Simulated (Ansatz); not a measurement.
Runs of Ansatz 0.2.0 on Hf2Pd2Se2Br2O3. It takes space group P-3m1 (No. 164, trigonal). The conventional cell has a = 3.726 Å, b = 3.726 Å, c = 17.009 Å, α = 90.00°, β = 90.00°, γ = 120.00°. Hf (site symmetry 3m) has 7 O at 2.15 to 2.43 Å as nearest neighbours. Around Pd (site symmetry 3m) lie 3 Se at 2.51 Å and 3 Br at 2.70 Å. Se (site symmetry 3m) is surrounded by 3 Pd at 2.51 Å and 1 Hf at 2.73 Å. Br (site symmetry 3m) is surrounded by 3 Pd at 2.70 Å. O (site symmetry 3m) has 4 Hf at 2.15 to 2.37 Å as nearest neighbours. Around O (site symmetry -3m) lie 6 Hf at 2.43 Å and 6 O at 2.48 Å. The cell was built by a generator and needn't be a form met in nature.

```tsv
task	level	cell	k mesh	cutoff (eV)	points for each segment of the path	gap on the mesh (eV)	pressure (GPa)	relaxed volume (Å³/atom)	largest force (eV/Å)
relaxation of cell and atoms	r2SCAN	relaxed	6 × 6 × 2	500	-	none	0.0	(a)	-
band structure	r2SCAN	as given	8 × 8 × 2	500	10	none	(b)	-	0.21
relaxation of cell and atoms	r2SCAN+D4	relaxed	6 × 6 × 2	500	-	none	0.0	17.53	0.01
band structure	revPBE	as given	8 × 8 × 2	420	10	none	2.2	-	0.11
relaxation of cell and atoms	revPBE	relaxed	6 × 6 × 2	420	-	none	0.0	20.80	-
```

Alike in all rows: potentials or basis Ansatz PAW; no spin polarisation; smearing fermi-dirac 0.05 eV.

Fill in the values left out.

(a) 17.82; (b) -2.6.

Caveats: the PAW data sets come from PBE, with cores solved anew for the run's functional, which leaves a small shift of forces and pressure; the plane-wave basis is chosen anew once the cell has moved, so the energies of steps on either side of that aren't comparable (some runs); spin-orbit coupling is left out, which moves the levels of the heavy elements (some runs); this functional lacks dispersion, which binds the layers, so the pressure and a relaxed spacing across them are unreliable (some runs).

A k mesh can miss the band edges, and the runs leave out spin-orbit coupling on Br, Hf, Pd, Se.

A gap of «none» marks a metal or a gap under the smearing width.
